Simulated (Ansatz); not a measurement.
**MgB2: further runs on the relaxed cell**

One table from this session's results is given with a row withheld; the runs are named, their logs left out.

Method: DFT PBE, scalar-relativistic, plane waves, PAW, in Ansatz 0.2.0.

1 further run of the same task is left out (set aside as unsound or not needed).

## The structure to begin with

It takes space group P6/mmm (No. 191, hexagonal). The conventional cell has a = 3.073 Å, b = 3.073 Å, c = 3.532 Å, α = 90.00°, β = 90.00°, γ = 120.00°. Around Mg (site symmetry 6/mmm) lie 12 B at 2.50 Å. B (site symmetry -6m2) has 3 B at 1.77 Å and 6 Mg at 2.50 Å as nearest neighbours.

Coordinates:

```cif
data_structure
_symmetry_space_group_name_H-M 'P6/mmm'
_symmetry_Int_Tables_number 191
_cell_length_a 3.0729
_cell_length_b 3.0729
_cell_length_c 3.5320
_cell_angle_alpha 90.000
_cell_angle_beta 90.000
_cell_angle_gamma 120.000
_cell_volume 28.88
loop_
_atom_site_label
_atom_site_type_symbol
_atom_site_symmetry_multiplicity
_atom_site_Wyckoff_symbol
_atom_site_fract_x
_atom_site_fract_y
_atom_site_fract_z
_atom_site_occupancy
Mg1 Mg 1 a 0.00000 0.00000 0.00000 1
B1 B 2 d 0.33333 0.66667 0.50000 1
```

This cell was relaxed beforehand with the same method: volume 9.63 Å³/atom, gap on the mesh none (metal).

The first run:

Contents of input.yaml:

```yaml
crystal:
  lattice:
    - [3.0728984929, 0.0, 0.0]
    - [-1.5364492465, 2.6612081581, 0.0]
    - [0.0, 0.0, 3.532001876]
  atoms:
    - { symbol: Mg, position: [0.0, 0.0, 0.0] }
    - { symbol: B, position: [0.3333333333, 0.6666666667, 0.5] }
    - { symbol: B, position: [0.6666666667, 0.3333333333, 0.5] }
basis:
  ecutwfc: 420
kpoints:
  mp_grid: { grid: [15, 15, 12] }
  band_path:
    path:
      - [[0.0, 0.0, 0.0], [0.5, 0.0, 0.0], [0.33333333, 0.33333333, 0.0], [0.0, 0.0, 0.0], [0.0, 0.0, 0.5], [0.5, 0.0, 0.5], [0.33333333, 0.33333333, 0.5], [0.0, 0.0, 0.5]]
      - [[0.5, 0.0, 0.5], [0.5, 0.0, 0.0]]
      - [[0.33333333, 0.33333333, 0.5], [0.33333333, 0.33333333, 0.0]]
    npoints: 14
hamiltonian:
  xc: pbe
scf:
  occupations: { method: gaussian, width: 0.1 }
  n_extra_bands: 7
output:
  forces: true
  stress: true
  eigenvalues: true
  populations: true
  dos: { projected: true, de: 0.02, nscf_kmesh: { grid: [23, 23, 18] } }
  bader: true
  write_density: true
  write_potential: true
  elf: true
  volumetric_format: npy
```

Command:

```bash
> ansatz run input.yaml --threads 1 --pin off --max-ram 2560MiB --backend cpu --events-out ev --progress --plain --runs-dir out
```

Steps of the session up to this table: Electronic structure at the relaxed geometry; Relaxing with PBEsol; Relaxing with LDA; The cell under PBE+D3(BJ).

One table of the session follows, with a row left open; its other results are not shown here.

It belongs to the step «Relaxed cells side by side». 

| functional | a (Å) | b (Å) | c (Å) | volume (Å³/atom) |
| --- | --- | --- | --- | --- |
| PBE | 3.073 | 3.073 | 3.532 | 9.63 |
| PBEsol | ? | ? | ? | ? |
| LDA | 3.034 | 3.034 | 3.460 | 9.20 |
| PBE+D3(BJ) | 3.046 | 3.046 | 3.475 | 9.31 |

**Question.** Estimate the row for PBEsol.

The run gave: a (Å): 3.062; b (Å): 3.062; c (Å): 3.504; volume (Å³/atom): 9.48. In the column «a (Å)» it lies between PBE+D3(BJ) (3.046) and PBE (3.073).
